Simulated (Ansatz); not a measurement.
# YTl: the cost of one run

Program: Ansatz 0.2.0. Level of theory: DFT LDA, scalar-relativistic. These are calculated values, not measurements.

### 1 The starting structure

It takes space group Pm-3m (No. 221, cubic). Conventional cell: a = 3.751 Å, b = 3.751 Å, c = 3.751 Å, α = 90.00°, β = 90.00°, γ = 90.00°. Y (site symmetry m-3m) has 8 Tl at 3.25 Å as nearest neighbours. Around Tl (site symmetry m-3m) lie 8 Y at 3.25 Å.

Structure file:

```
Y Tl
1.0
     3.75100    0.00000    0.00000
     0.00000    3.75100    0.00000
     0.00000    0.00000    3.75100
Y Tl
1 1
Direct
  0.50000 0.50000 0.50000
  0.00000 0.00000 0.00000
```

The cell is a deposited one (Crystallography Open Database entry 1527195); the temperature and pressure of the measurement aren't taken into account, and nothing was relaxed.

Atoms are numbered in the order of the input: Y1, Tl2.

### 2 All-electron LAPW

File input.yaml:

```yaml
crystal:
  lattice:
    - [3.751, 0.0, 0.0]
    - [0.0, 3.751, 0.0]
    - [0.0, 0.0, 3.751]
  atoms:
    - { symbol: "Y", position: [0.5, 0.5, 0.5] }
    - { symbol: Tl, position: [0.0, 0.0, 0.0] }
kpoints:
  mp_grid: { grid: [11, 11, 11] }
  band_path:
    path:
      - [0.0, 0.0, 0.0]
      - [0.0, 0.5, 0.0]
      - [0.5, 0.5, 0.0]
      - [0.0, 0.0, 0.0]
      - [0.5, 0.5, 0.5]
      - [0.0, 0.5, 0.0]
      - [0.5, 0.5, 0.5]
      - [0.5, 0.5, 0.0]
    npoints: 14
scf:
  occupations: { method: fermi_dirac, width: 0.08 }
hamiltonian:
  xc: lda
  pseudopotentials: { kind: all_electron, lapw: { basis_error: 0.00025 } }
output:
  forces: true
  stress: true
  eigenvalues: true
  populations: true
  dos: { projected: true, de: 0.2, e_range: [-14, 8] }
```

On the command line:

```
$ ansatz run input.yaml --threads 1 --pin off --max-ram 3072MiB --backend cpu --events-out ev --progress --plain --runs-dir out
```

Q: Estimate wall time and peak memory on 1 thread of Arm Neoverse V2, shared host.

About 42 s, with a peak of 0.41 GiB.
